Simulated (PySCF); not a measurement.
# C₆H₆FP: reorganisation energies

What do calculations give for the reorganisation energies of C₆H₆FP (`Cc1cccc(F)p1`)?

Computed with PySCF 2.14.0 and routines of our own; the level stands in each step. Atoms count from 0.

## (1) The system as given

14 atoms, charge 0, multiplicity 1; geometry from: GFN2-xTB.

## (2) Optimising the geometry at PBE0/def2-SV(P)

Job settings and geometry (Å):

```
{"job": {"xc": "PBE0", "basis": "def2-SV(P)", "grid": 1, "kind": "geom"}, "charge": 0, "multiplicity": 1}
C     -2.303611    -0.367525    -0.139224
C     -0.805775    -0.270798    -0.087059
C     -0.228264     0.942812     0.243806
C      1.134815     1.169528     0.327801
C      2.071311     0.179059     0.082082
C      1.697137    -1.099478    -0.262644
F      2.692856    -1.995208    -0.482095
P      0.084952    -1.725619    -0.456299
H     -2.705658     0.331491    -0.872141
H     -2.735865    -0.117300     0.829250
H     -2.619884    -1.372572    -0.410157
H     -0.894449     1.771164     0.451231
H      1.484890     2.155967     0.594604
H      3.126866     0.398007     0.158678
```

Run with:

```bash
> OMP_NUM_THREADS=1 python excited_run.py task.json out
```

One launch serves the whole session: the jobs run in the order shown.

The log of the run:

```text
step   0  E = -672.56117474  max force = 0.017952
step   1  E = -672.56291387  max force = 0.003741
step   2  E = -672.56294634  max force = 0.001501
step   3  E = -672.56293939  max force = 0.002222
step   4  E = -672.56295488  max force = 0.000527
step   5  E = -672.56295466  max force = 0.000085
optimisation converged
```

Run time: 29 s. Hardware: 1 thread of Arm Neoverse V2, shared host; peak memory 0.57 GiB.

Step by step:

| step | energy from step 0 (eV) | largest force component (eV/Å) |
| --- | --- | --- |
| 0 | 0.0000 | 0.9231 |
| 1 | -0.0473 | 0.1924 |
| 2 | -0.0482 | 0.0772 |
| 3 | -0.0480 | 0.1143 |
| 4 | -0.0484 | 0.0271 |
| 5 | -0.0484 | 0.0044 |

Distances of close pairs at the start and the end, largest changes first:

```
  bond  before (Å)  after (Å)  change (Å)
 C5–F6       1.357      1.337      -0.020
 C0–H9       1.090      1.105      +0.016
 C0–H8       1.090      1.105      +0.015
C0–H10       1.088      1.103      +0.015
C4–H13       1.081      1.095      +0.015
C2–H11       1.083      1.098      +0.015
C3–H12       1.080      1.094      +0.014
 C1–C2       1.384      1.397      +0.013
```

The next job starts from the end point, and lists it.

```csv
at the end point,value
point group (found at 0.08 Å tolerance),Cs
"rotational constants (GHz, main isotopes)","3.022, 1.520, 1.018"
dipole moment (D),2.69
```

## (3) Relaxation after adding or removing an electron (C₆H₆FP+ (doublet)): UKS PBE0/def2-SV(P)

Job settings and geometry (Å):

```
{"job": {"kind": "ionopt", "ions": [1], "xc": "PBE0", "basis": "def2-SV(P)", "grid": 1}, "charge": 1, "multiplicity": 2}
C     -2.503281    -0.475221    -0.258740
C     -0.999406    -0.377345    -0.205204
C     -0.410859     0.846779     0.122467
C      0.963748     1.057311     0.204325
C      1.904359     0.054903    -0.036480
C      1.528934    -1.233752    -0.377167
F      2.509908    -2.118555    -0.585506
P     -0.104586    -1.835007    -0.563369
H     -2.918501     0.228916    -1.002488
H     -2.950208    -0.222166     0.719867
H     -2.842074    -1.488993    -0.530384
H     -1.072700     1.697536     0.329471
H      1.326532     2.055217     0.469808
H      2.975503     0.271133     0.040779
```

Level: UKS PBE0/def2-SV(P) geometry optimisation of the ion from the geometry of its parent, gas phase.

The log of the run:

```text
step       E/Eh        max force   <S^2>
  0    -672.23142131   0.075010   0.7696
  1    -672.23686815   0.021010   0.7717
  2    -672.24011962   0.010969   0.7719
  3    -672.24030036   0.010074   0.7710
  4    -672.24075536   0.004260   0.7703
  5    -672.24076304   0.004065   0.7710
  6    -672.24086154   0.000758   0.7706
  7    -672.24086388   0.000562   0.7705
  8    -672.24087032   0.000145   0.7706
optimisation converged
```

Run time: 92 s. Hardware: 1 thread of Arm Neoverse V2, shared host; peak memory 0.69 GiB.

Key values:

| quantity | value |
| --- | --- |
| geometry moved (RMSD) | 0.044 Å |
| ⟨S²⟩ | 0.771 |

Bonds of the start that changed most:

```
 bond  start (Å)  end (Å)
C5–P7      1.751    1.829
C5–F6      1.337    1.297
P7–C1      1.748    1.781
C2–C3      1.393    1.425
C1–C2      1.397    1.380
C0–C1      1.508    1.499
```

Mulliken spin populations:

C0 0.00; C1 -0.08; C2 0.09; C3 0.27; C4 -0.12; C5 0.20; F6 0.05; P7 0.62; H8 0.00; H9 0.00; H10 0.00; H11 -0.01; H12 -0.01; H13 0.00

## (4) Reorganisation energies: UKS PBE0/def2-SV(P)

Settings changed since step 3:

```diff
@@ -1,2 +1,2 @@
-{"job": {"kind": "ionopt", "ions": [1], "xc": "PBE0", "basis": "def2-SV(P)", "grid": 1}, "charge": 1, "multiplicity": 2}
+{"job": {"kind": "reorg", "ions": [1], "xc": "PBE0", "basis": "def2-SV(P)", "grid": 1}, "charge": 0, "multiplicity": 1}
 C     -2.503281    -0.475221    -0.258740
```

Method: UKS PBE0/def2-SV(P) four-point reorganisation energy, gas phase.

The log of the run:

```text
final grid: 57624 points
cycle   1  E = -672.5131724482  dE =  1.143e+00  |g| = 4.875e-01  |ddm| = 4.341e+00
cycle   2  E = -672.4716843393  dE =  4.149e-02  |g| = 6.678e-01  |ddm| = 1.076e+00
cycle   3  E = -672.5592779319  dE = -8.759e-02  |g| = 1.072e-01  |ddm| = 6.961e-01
cycle   4  E = -672.5623322154  dE = -3.054e-03  |g| = 4.669e-02  |ddm| = 1.905e-01
cycle   5  E = -672.5628928630  dE = -5.606e-04  |g| = 1.515e-02  |ddm| = 6.676e-02
cycle   6  E = -672.5629513111  dE = -5.845e-05  |g| = 3.444e-03  |ddm| = 2.512e-02
cycle   7  E = -672.5629539939  dE = -2.683e-06  |g| = 1.557e-03  |ddm| = 5.271e-03
cycle   8  E = -672.5629546472  dE = -6.533e-07  |g| = 2.247e-04  |ddm| = 1.954e-03
cycle   9  E = -672.5629546601  dE = -1.290e-08  |g| = 9.266e-05  |ddm| = 4.555e-04
cycle  10  E = -672.5629546627  dE = -2.556e-09  |g| = 2.331e-05  |ddm| = 1.431e-04
cycle  11  E = -672.5629546628  dE = -1.392e-10  |g| = 5.691e-06  |ddm| = 3.534e-05
converged SCF energy = -672.5629546628

hole transfer: vertical 8.9294 eV, relaxation of the ion converged
  adiabatic 8.7644 eV, lambda(ion) 0.1650, lambda(parent) 0.1684, total 0.3334 eV
```

It took 3.4 s on 1 thread of Arm Neoverse V2, shared host; peak memory 0.64 GiB.

## (5) Results

```
                                                quantity                 value
                                             point group                    Cs
                    rotational constants (main isotopes)  3.02, 1.52, 1.02 GHz
     geometry moved (RMSD) (step 3, UKS PBE0/def2-SV(P))               0.044 Å
hole reorganisation energy (step 4, UKS PBE0/def2-SV(P))             0.3334 eV
```

In words: Over 5 steps the energy fell by 0.048 eV; of the close pairs, C5–F6 changed most, 1.357 to 1.337 Å. No frequency check was run at this level, so the end point may be a saddle. In step 3 (relaxation after adding or removing an electron), among the bonds C5–P7 changes most, from 1.751 to 1.829 Å.
